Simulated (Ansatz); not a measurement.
Geometry optimisation, Ansatz 0.2.0, DFT PBE, scalar-relativistic, plane waves, PAW.

The input (input.yaml):

```yaml
crystal:
  lattice:
    - [-3.133908, -5.428088, 0.0]
    - [4.700862, -2.714044, 0.0]
    - [0.0, 0.0, 5.416768]
  atoms:
    - { symbol: Hf, position: [0.4938683, 0.6736773, 0.7454203] }
    - { symbol: Hf, position: [0.4957974, 0.3314081, 0.2354567] }
    - { symbol: "N", position: [0.7512471, 0.5069787, 0.005953] }
    - { symbol: "N", position: [0.754912, 0.4931392, 0.4879964] }
    - { symbol: Hf, position: [0.243903, 0.1803842, 0.7462092] }
    - { symbol: Hf, position: [0.2466491, 0.8312071, 0.243174] }
    - { symbol: C, position: [0.4975704, -0.0033936, -0.0010382] }
    - { symbol: Hf, position: [0.0042301, 0.6676582, 0.7484524] }
    - { symbol: Hf, position: [-0.0036163, 0.3328693, 0.2521594] }
    - { symbol: "N", position: [0.2471645, 0.5039761, -0.0023844] }
    - { symbol: "N", position: [0.2574027, 0.501848, 0.495554] }
    - { symbol: Hf, position: [0.7479676, 0.1582437, 0.7576247] }
    - { symbol: Hf, position: [0.7492464, 0.8351977, 0.2488674] }
    - { symbol: "N", position: [-0.0022023, 0.0023978, 0.0014654] }
    - { symbol: "N", position: [0.0030641, -0.0123053, 0.5045666] }
basis:
  ecutwfc: 420.0
kpoints:
  mp_grid: { grid: [2, 2, 2] }
hamiltonian:
  xc: pbe
  pseudopotentials: { kind: paw, azcp: { folder: soft_1 } }
scf:
  occupations: { method: gaussian, width: 0.02 }
  lower_state_search: "off"
relax:
  f_tol: 0.03
  max_steps: 60
  adjacent_minimum: "off"
```

Launched with:

```bash
$ ansatz run input.yaml --threads 2 --pin off --max-ram 5120MiB --backend cpu --events-out ev --progress --plain --runs-dir out
```

**Question.** Where does it end, and by what steps?

**Answer.** The forces met the threshold. Limits of this set-up: coarse k mesh. After 6 steps the energy has fallen by 0.510 eV; Hf1 moved furthest, 0.10 Å.

```
step  energy less start (eV)  largest force component (eV/Å)  accepted
   0                  0.0000                           1.864       yes
   1                 -0.0991                           1.943       yes
   2                 -0.5057                           0.124       yes
   3                 -0.5027                           0.175        no
   4                 -0.5090                           0.059       yes
   5                 -0.5078                           0.077        no
   6                 -0.5096                           0.019       yes
```

```xyz
15
Lattice="-3.1339 -5.4281 0.0000 4.7009 -2.7140 0.0000 0.0000 0.0000 5.4168" Properties=species:S:1:pos:R:3
Hf 1.534 -4.498 4.098
Hf 0.053 -3.643 1.291
N -0.014 -5.443 -0.010
N -0.010 -5.426 2.695
Hf 0.040 -1.795 4.105
Hf 3.131 -3.571 1.291
C -1.562 -2.711 -0.006
Hf 3.162 -1.820 4.037
Hf 1.560 -0.895 1.362
N 1.578 -2.686 -0.010
N 1.565 -2.697 2.695
Hf -1.555 -4.556 4.105
Hf 1.529 -6.345 1.291
N 0.006 0.003 -0.009
N 0.005 0.004 2.694
```

Whether the end is a true minimum wasn't checked by a vibrational analysis.

Time of the run: 48 s on 2 threads of Intel(R) Xeon(R) Platinum 8259CL CPU @ 2.50GHz (Skylake/Cascade Lake) (shared host), peak memory 0.74 GiB.
